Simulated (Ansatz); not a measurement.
# KCrF3: the cost of one run

Computed with Ansatz 0.2.0 (DFT r²SCAN+U (U_eff = 3 eV on Cr d, around-mean-field double counting), plane waves, PAW, unless a step's input says otherwise).

## (1) The system as given

The structure is tetragonal, space group P4/mmm (No. 123). The conventional cell has a = 4.094 Å, b = 4.094 Å, c = 4.601 Å, α = 90.00°, β = 90.00°, γ = 90.00°. Cr (site symmetry 4/mmm) is surrounded by 6 F at 2.05 to 2.30 Å. Around F (site symmetry 4/mmm) lie 2 Cr at 2.30 Å and 4 K at 2.89 Å. Around F (site symmetry mmm) lie 2 Cr at 2.05 Å. Around K (site symmetry 4/mmm) lie 12 F at 2.89 to 3.08 Å.

Structure file:

```cif
data_structure
_symmetry_space_group_name_H-M 'P 1'
_symmetry_Int_Tables_number 1
_cell_length_a 4.0936
_cell_length_b 4.0936
_cell_length_c 4.6006
_cell_angle_alpha 90.000
_cell_angle_beta 90.000
_cell_angle_gamma 90.000
_cell_volume 77.10
loop_
_atom_site_label
_atom_site_type_symbol
_atom_site_fract_x
_atom_site_fract_y
_atom_site_fract_z
_atom_site_occupancy
Cr1 Cr 0.00000 0.00000 0.00000 1
F1 F 0.00000 0.00000 0.50000 1
F2 F 0.00000 0.50000 0.00000 1
F3 F 0.50000 0.00000 0.00000 1
K1 K 0.50000 0.50000 0.50000 1
```

Magnetic order typed: ferromagnetic.

An earlier series on this cell reached its lowest free state from «natural orbitals of the symmetric run, filled by rank», perhaps among other starts.

## (2) Random orbitals: single harmonics, second filling

File input.yaml:

```yaml
crystal:
  lattice:
    - [4.09360944, 0.0, 0.0]
    - [0.0, 4.09360944, 0.0]
    - [0.0, 0.0, 4.60063637]
  atoms:
    - { symbol: Cr, position: [0.0, 0.0, 0.0], spin: 2.0 }
    - { symbol: F, position: [0.0, 0.0, 0.5] }
    - { symbol: F, position: [0.0, 0.5, 0.0] }
    - { symbol: F, position: [0.5, 0.0, 0.0] }
    - { symbol: K, position: [0.5, 0.5, 0.5] }
basis:
  ecutwfc: 500
  ecutrho_ratio: 4
kpoints:
  mp_grid: { grid: [5, 5, 4] }
hamiltonian:
  xc: r2scan
  hubbard:
    sites:
      - { site: 0, l: d, u_eff: 3.0, starting_ns: [{ spin: up, occupation_matrix: s0up }, { spin: down, occupation_matrix: s0down }] }
    double_counting: amf
    occupation_matrices:
      s0up:
        matrix:
          - [0.97, 0.0, 0.0, 0.0, 0.0]
          - [0.0, 0.02, 0.0, 0.0, 0.0]
          - [0.0, 0.0, 0.02, 0.0, 0.0]
          - [0.0, 0.0, 0.0, 0.97, 0.0]
          - [0.0, 0.0, 0.0, 0.0, 0.97]
      s0down:
        matrix:
          - [0.02, 0.0, 0.0, 0.0, 0.0]
          - [0.0, 0.02, 0.0, 0.0, 0.0]
          - [0.0, 0.0, 0.97, 0.0, 0.0]
          - [0.0, 0.0, 0.0, 0.02, 0.0]
          - [0.0, 0.0, 0.0, 0.0, 0.02]
    ns_hold: until_converged
scf:
  occupations: { method: gaussian, width: 0.05 }
  lower_state_search: "off"
  max_iter: 150
output:
  forces: true
  stress: true
  eigenvalues: true
  populations: true
  hubbard: { sites: [{ site: 0, l: d }] }
magnetization:
  spin_polarized: true
```

The typed matrices put 0.97 on the chosen orbitals and 0.02 on the others, and are held until the SCF converges, then released.

Launch:

```bash
ansatz run input.yaml --threads 4 --pin off --max-ram 6144MiB --backend cpu --events-out ev --progress --plain --runs-dir out
```

What time and memory should one allow on 4 threads of Arm Neoverse V2, shared host?

About 11 s, with a peak of 0.65 GiB.
